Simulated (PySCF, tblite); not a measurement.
**C₅H₅F₃S+ (doublet): geometry, infrared bands and EPR parameters**

Aim: predict the infrared bands and EPR parameters of C₅H₅F₃S+ (doublet) (`FC(F)=C(F)C1C[S+]C1`).

Programs: tblite 0.8.0 and PySCF 2.14.0, with density-fitted response routines of our own. Each step states its level of theory. These are calculated values for one molecule in the gas phase, unless marked as measured. Atoms count from 0, in the outputs and in this text.

### Step 1. Starting geometry

14 atoms, charge 1, multiplicity 2; geometry from: force field or distance geometry start.

Bonds of the start (Å): F0–C1 1.34, C1–F2 1.37, C1–C3 1.34, C3–F4 1.36, C3–C5 1.48, C5–C6 1.56, C6–S7 1.82, S7–C8 1.83, C8–C5 1.56, C5–H9 1.10, C6–H10 1.09, C6–H11 1.10, C8–H12 1.09, C8–H13 1.10.

### Step 2. Geometry optimisation with GFN2-xTB

Job settings and geometry (Å):

```
{"job": {"kind": "relax", "xc": "GFN2-xTB", "basis": "xTB"}, "charge": 1, "multiplicity": 2}
F      0.745200    -2.392900    -0.812500
C      1.246500    -1.750400     0.252900
F      2.345700    -2.266600     0.886000
C      0.696900    -0.617700     0.702300
F      1.228400    -0.008900     1.795700
C     -0.502600    -0.056200     0.041200
C     -1.005000     1.292600     0.642700
S     -1.577100     1.795300    -1.008800
C     -0.218000     0.612900    -1.335400
H     -1.307300    -0.807000    -0.001500
H     -0.234100     1.952200     1.043900
H     -1.797400     1.179100     1.399600
H      0.747700     1.106700    -1.425700
H     -0.369600    -0.039600    -2.202600
```

Started as:

```sh
$ OMP_NUM_THREADS=1 python probes_run.py task.json out
```

One launch serves the whole session: the jobs run in the order shown.

The program printed:

```text
step      E/eV     max force
  0    -820.12369    2.470
  1    -820.31768    0.971
  2    -820.38165    0.869
  3    -820.42334    0.731
  4    -820.44940    0.365
  5    -820.46183    0.305
  6    -820.47267    0.271
  7    -820.47830    0.196
  8    -820.48254    0.150
  9    -820.48622    0.157
 10    -820.49015    0.189
 11    -820.49354    0.142
 12    -820.49641    0.118
 13    -820.49958    0.159
 14    -820.50440    0.188
 15    -820.51107    0.214
 16    -820.51722    0.199
 17    -820.52148    0.168
 18    -820.52550    0.173
 19    -820.52918    0.185
 20    -820.53247    0.162
 21    -820.53482    0.130
 22    -820.53636    0.105
 23    -820.53754    0.098
 24    -820.53855    0.094
 25    -820.53927    0.064
 26    -820.53973    0.054
 27    -820.54007    0.047
 28    -820.54036    0.050
 29    -820.54063    0.045
 30    -820.54092    0.054
 31    -820.54122    0.064
 32    -820.54154    0.050
 33    -820.54189    0.046
 34    -820.54229    0.056
 35    -820.54265    0.064
 36    -820.54290    0.044
 37    -820.54303    0.026
 38    -820.54313    0.028
 39    -820.54321    0.029
 40    -820.54329    0.027
 41    -820.54333    0.015
 42    -820.54336    0.015
 43    -820.54339    0.019
 44    -820.54345    0.022
 45    -820.54351    0.023
 46    -820.54358    0.021
 47    -820.54365    0.022
 48    -820.54372    0.025
 49    -820.54385    0.030
 50    -820.54402    0.033
 51    -820.54421    0.031
 52    -820.54437    0.036
 53    -820.54452    0.038
 54    -820.54474    0.046
 55    -820.54514    0.062
 56    -820.54578    0.076
 57    -820.54664    0.107
 58    -820.54776    0.114
 59    -820.54928    0.119
 60    -820.53522    0.707
 61    -820.55127    0.110
 62    -820.55239    0.094
 63    -820.55447    0.309
 64    -820.55680    0.073
 65    -820.55789    0.068
 66    -820.55837    0.381
 67    -820.56132    0.076
 68    -820.56248    0.091
 69    -820.56266    0.376
 70    -820.56631    0.100
 71    -820.56770    0.077
 72    -820.56915    0.327
 73    -820.57211    0.084
 74    -820.57365    0.073
 75    -820.57591    0.229
 76    -820.57809    0.082
 77    -820.57961    0.082
 78    -820.58209    0.284
 79    -820.58481    0.103
 80    -820.58602    0.083
 81    -820.58725    0.178
 82    -820.58890    0.103
 83    -820.58965    0.086
 84    -820.59087    0.094
 85    -820.59189    0.095
 86    -820.59339    0.113
 87    -820.59449    0.124
 88    -820.59517    0.058
 89    -820.59558    0.057
 90    -820.59590    0.054
 91    -820.59662    0.073
 92    -820.59744    0.088
 93    -820.59822    0.082
 94    -820.59883    0.058
 95    -820.59924    0.047
 96    -820.59953    0.042
 97    -820.59975    0.037
 98    -820.59990    0.042
 99    -820.60002    0.028
100    -820.60012    0.023
101    -820.60017    0.016
102    -820.60021    0.019
103    -820.60024    0.016
104    -820.60027    0.016
105    -820.60030    0.014
106    -820.60032    0.008
```

It took 0.84 s on 1 thread of Intel Xeon Platinum 8488C, shared host.

Step by step: (not every step is listed)

```csv
step,energy from step 0 (eV),largest force (eV/Å)
0,0.0000,2.4704
1,-0.1940,0.9708
2,-0.2580,0.8688
3,-0.2997,0.7314
4,-0.3257,0.3652
5,-0.3381,0.3047
6,-0.3490,0.2715
7,-0.3546,0.1963
8,-0.3588,0.1500
17,-0.3978,0.1682
26,-0.4160,0.0539
35,-0.4190,0.0643
44,-0.4198,0.0217
53,-0.4208,0.0382
62,-0.4287,0.0942
71,-0.4440,0.0771
80,-0.4623,0.0827
89,-0.4719,0.0565
98,-0.4762,0.0422
101,-0.4765,0.0163
102,-0.4765,0.0192
103,-0.4765,0.0163
104,-0.4766,0.0163
105,-0.4766,0.0137
106,-0.4766,0.0076
```

Close pairs (by a distance rule), those that changed most:

```
  bond  before (Å)  after (Å)  change (Å)
 C1–F2       1.369      1.300      -0.070
 F0–C1       1.341      1.312      -0.029
 S7–C8       1.831      1.808      -0.023
 C3–F4       1.360      1.338      -0.021
 C5–C6       1.560      1.541      -0.019
 C5–C8       1.557      1.541      -0.016
 C3–C5       1.480      1.496      +0.016
C6–H11       1.102      1.090      -0.011
```

The next job starts from the end point, and lists it.

### Step 3. Infrared spectrum with GFN2-xTB

Job settings and geometry (Å):

```
{"job": {"kind": "ir", "xc": "GFN2-xTB", "basis": "xTB"}, "charge": 1, "multiplicity": 2}
F      0.337608    -2.811124     0.325531
C      1.179458    -1.846863     0.614232
F      2.297356    -2.287555     1.109323
C      0.872111    -0.557116     0.402048
F      1.763030     0.391636     0.713880
C     -0.410189    -0.042582    -0.171803
C     -1.111772     1.021819     0.693383
S     -1.253247     2.199715    -0.670320
C     -0.234052     0.889614    -1.385879
H     -1.062458    -0.890614    -0.392898
H     -0.486411     1.431471     1.490772
H     -2.072738     0.739901     1.124220
H      0.790715     1.239473    -1.534010
H     -0.610088     0.521750    -2.340645
```

The program printed:

```text
mode    cm-1     km/mol
  1      40.4      0.11
  2      54.5      2.45
  3     119.2      0.00
  4     145.3      0.63
  5     224.8      5.91
  6     242.0      9.37
  7     313.2      3.77
  8     454.6     21.59
  9     456.3      4.64
 10     529.1      3.88
 11     550.4      2.54
 12     577.9      0.86
 13     649.5      5.14
 14     721.4     26.93
 15     742.0     28.47
 16     810.5      3.36
 17     864.1      7.61
 18     950.0      1.98
 19     975.1     45.03
 20    1054.2      0.29
 21    1060.6     29.33
 22    1085.9    107.30
 23    1164.4      8.34
 24    1165.5      0.35
 25    1184.1      1.81
 26    1238.4     74.70
 27    1271.3    186.70
 28    1283.7     71.82
 29    1360.0     97.04
 30    1373.5     50.78
 31    1672.4   1644.75
 32    2962.1     17.08
 33    2963.2     16.75
 34    2982.7      8.89
 35    2998.4     27.92
 36    2999.5     25.34
```

Wall time 0.57 s (1 thread of Intel Xeon Platinum 8488C, shared host).

The strongest bands and the atoms that carry them (share of the mass-weighted mode):

```csv
cm⁻¹,km/mol,atoms
975,45.0,"C5 19 %, H11 14 %, H13 13 %, C6 12 %"
1086,107.3,"C3 25 %, H9 15 %, C1 13 %"
1238,74.7,"C3 62 %, H9 16 %, F4 13 %"
1271,186.7,"C1 71 %, F0 14 %, F2 13 %"
1284,71.8,"H9 41 %, C5 36 %"
1360,97.0,"H13 24 %, H11 24 %, H12 22 %, H10 22 %"
1374,50.8,"H10 23 %, H12 23 %, H11 22 %, H13 21 %"
1672,1644.8,"C1 53 %, C3 42 %"
```

### Step 4. g tensor and hyperfine couplings: B3LYP/pcH-1

Same as in step 3 but for these lines:

```diff
@@ -1,2 +1,2 @@
-{"job": {"kind": "ir", "xc": "GFN2-xTB", "basis": "xTB"}, "charge": 1, "multiplicity": 2}
+{"job": {"kind": "epr", "basis": "pcH-1"}, "charge": 1, "multiplicity": 2}
 F      0.337608    -2.811124     0.325531
```

With the program's defaults for keys left out, this is: UKS B3LYP, pcH-1 on C F H S, non-relativistic, mean-field spin-orbit, GIAO.

The program printed:

```text
UKS, coarse grid
  cycle   1  E = -890.67363164  |g| = 6.84e-01
  cycle   2  E = -888.95042225  |g| = 1.81e+00
  cycle   3  E = -890.79347077  |g| = 3.85e-01
  cycle   4  E = -890.81492429  |g| = 3.67e-01
  cycle   5  E = -890.86740218  |g| = 2.22e-01
  cycle   6  E = -890.88930170  |g| = 1.33e-01
  cycle   7  E = -890.89917374  |g| = 5.21e-02
  cycle   8  E = -890.90097345  |g| = 1.20e-02
  cycle   9  E = -890.90175191  |g| = 1.79e-02
  cycle  10  E = -890.90114511  |g| = 5.54e-02
  cycle  11  E = -890.90133492  |g| = 5.29e-02
  cycle  12  E = -890.90162968  |g| = 4.95e-02
  cycle  13  E = -890.90205077  |g| = 4.34e-02
  cycle  14  E = -890.90241046  |g| = 3.73e-02
  cycle  15  E = -890.90307092  |g| = 2.00e-02
  cycle  16  E = -890.90330653  |g| = 7.41e-03
  cycle  17  E = -890.90334201  |g| = 4.29e-04
  cycle  18  E = -890.90334199  |g| = 4.86e-04
UKS, final grid
  cycle   1  E = -890.90333261  |g| = 1.86e-03
  cycle   2  E = -890.90328372  |g| = 8.53e-03
  cycle   3  E = -890.90333506  |g| = 2.24e-04
  cycle   4  E = -890.90333508  |g| = 4.11e-05
  cycle   5  E = -890.90333508  |g| = 2.88e-05
E = -890.90333508 Eh   <S^2> = 0.7530 (exact 0.7500)
g shifts (ppm)      1          2          3
  rmc          -241       -241       -241
  gc             35         20         44
  oz_so      -31745      11323      27215
  total      -31858      11197      27019
hyperfine (MHz)  atom isotope    a_iso     a_fc   dipolar eigenvalues
    0   19F      16.88      16.88    -40.03    -37.32     77.35
    1   13C      -0.11      -0.11     -7.25     -5.95     13.20
    2   19F      16.76      16.76    -39.48    -37.70     77.18
    3   13C       3.91       3.91     -9.38     -7.93     17.30
    4   19F      23.43      23.43    -54.76    -48.58    103.35
    5   13C      -2.23      -2.23     -1.33     -0.34      1.67
    6   13C     -13.22     -13.22     -4.01     -3.50      7.51
    7   33S      22.90      22.90    -72.27    -68.37    140.64
    8   13C      -8.33      -8.33     -4.49     -3.97      8.46
    9    1H       8.75       8.75     -2.50     -0.33      2.83
   10    1H      87.34      87.34     -5.20     -1.80      7.00
   11    1H      90.22      90.22     -4.12     -2.44      6.55
   12    1H      98.18      98.18     -3.81     -2.46      6.27
   13    1H      48.53      48.53     -5.21     -1.64      6.84
```

Run time: 91 s. Hardware: 1 thread of Intel Xeon Platinum 8488C, shared host; peak memory 0.97 GiB.

Principal g values 1.97046, 2.01352, 2.02934; g(iso) = 2.00444, against 2.00232 for a free electron. They are not to be trusted: the run shows nearly degenerate orbitals, where second-order g theory doesn't apply.

Mean a(iso) over the nuclei that a row names, and the largest dipolar term of the row (other rows stand at the frozen geometry):

| nuclei | isotope | a(iso) (MHz) | a(iso) (G, at g = 2.0023) | largest dipolar term (MHz) |
| --- | --- | --- | --- | --- |
| H10, H12 | 1H | 92.8 | 33.1 | 7.0 |
| H11, H13 | 1H | 69.4 | 24.8 | 6.8 |
| F4 | 19F | 23.4 | 8.4 | 103.3 |
| S7 | 33S | 22.9 | 8.2 | 140.6 |
| F0 | 19F | 16.9 | 6.0 | 77.4 |
| F2 | 19F | 16.8 | 6.0 | 77.2 |
| C6, C8 | 13C | -10.8 | -3.8 | 8.5 |
| H9 | 1H | 8.8 | 3.1 | 2.8 |
| C3 | 13C | 3.9 | 1.4 | 17.3 |
| C5 | 13C | -2.2 | -0.8 | 1.7 |
| C1 | 13C | -0.1 | 0.0 | 13.2 |

Mulliken spin populations:

F0 0.02; C1 0.06; F2 0.02; C3 0.09; F4 0.02; C5 0.00; C6 -0.03; S7 0.72; C8 -0.02; H9 0.01; H10 0.03; H11 0.04; H12 0.04; H13 0.02

Orbitals, density, ELF and potential are computed afterwards from the orbital file.

ELF in a plane through or near 4 of the atoms.

Ten even steps from '0' (0.00) to '9' (0.93):
```
0000000000000000000000000000
0000000000000000000000000000
0000000000000000000000000000
0000000000000000110000000000
0000000000000002453000000000
0000000001100014785000000000
0000000013420025785100000000
0000010026652044426444310000
0001353358977689579789851000
0001586512958917445339972000
0001576513958927445239972000
0001353368977689579779851000
0000010026652044635333210000
0000000013420025785100000000
0000000001100014785100000000
0000000000000001453000000000
0000000000000000110000000000
0000000000000000000000000000
0000000000000000000000000000
0000000000000000000000000000
```
The map spans 12.0 Å across and 9.0 Å up, centred on the molecule. Atoms in the plane (x, y in Å): C1 (-2.3, 0.0), C5 (0.2, 0.0), C6 (1.2, 1.1), C8 (1.2, -1.1).

log10 of the density (e/Å³) in the same plane.

Ten even steps from '0' (-4.0) to '9' (1.4):
```
0000000000000000000000000000
0000000000000000000000000000
0000000000000011211000000000
0000000000001123333210000000
0000000011112244554321000000
0000001222333356665432210000
0000122334444456776543321000
0001344455555567976655432000
0013556677766677777776543100
0024567788777787777877643200
0024567788777787777887643200
0013556677766677777776543100
0002344455555567976655432000
0000123334444456776543321000
0000001222333356665432210000
0000000011112244554321000000
0000000000000123333210000000
0000000000000011211100000000
0000000000000000000000000000
0000000000000000000000000000
```
The map spans 12.0 Å across and 9.0 Å up, centred on the molecule. Atoms in the plane (x, y in Å): C1 (-2.3, 0.0), C5 (0.2, 0.0), C6 (1.2, 1.1), C8 (1.2, -1.1).

On the surface of density 0.002 e/bohr³ the electrostatic potential runs, from the 1st to the 99th percentile, from 2.84 V near F2 to 5.87 V near H9.

The spin density lies nearest to S7 62 %; C3 7 %.

### Step 5. Outcome

| quantity | value |
| --- | --- |
| strongest single infrared mode (GFN2-xTB) | 1672 cm⁻¹, 1645 km/mol |
| zero-point energy (GFN2-xTB) | 56.1 kcal/mol |
| g(iso) (B3LYP) | 2.00444 |
| ⟨S²⟩ | 0.753 (exact 0.75) |
| largest a(iso) (averaged by class) | 1H on H10, H12, 92.8 MHz |
| property runs in this session | 1, of which 0 failed and 1 gave unsound results |

What this shows: Relaxing lowered the energy by 0.477 eV in 106 steps; the close pair that moved most is C1–F2, from 1.369 to 1.300 Å. No mode is imaginary among the 36: a minimum at this level. The strongest single mode, at 1672 cm⁻¹, moves mainly C1 and C3. GFN2-xTB is a fitted tight-binding method: band positions and strengths are rough. Its intensities can rank the bands wrongly. Most of the unpaired spin sits on S7 (0.72 e). The isotropic g lies 2.1 ppt above the free-electron value. These values are not to be trusted: the run shows nearly degenerate orbitals, where second-order g theory doesn't apply. These values are for one conformer; the search (at its own cheap level) found 2 more, at 0.01, 1.44 kcal/mol (those within 0.05 may be mirror or relabelled copies), and measured spectra average over such forms.
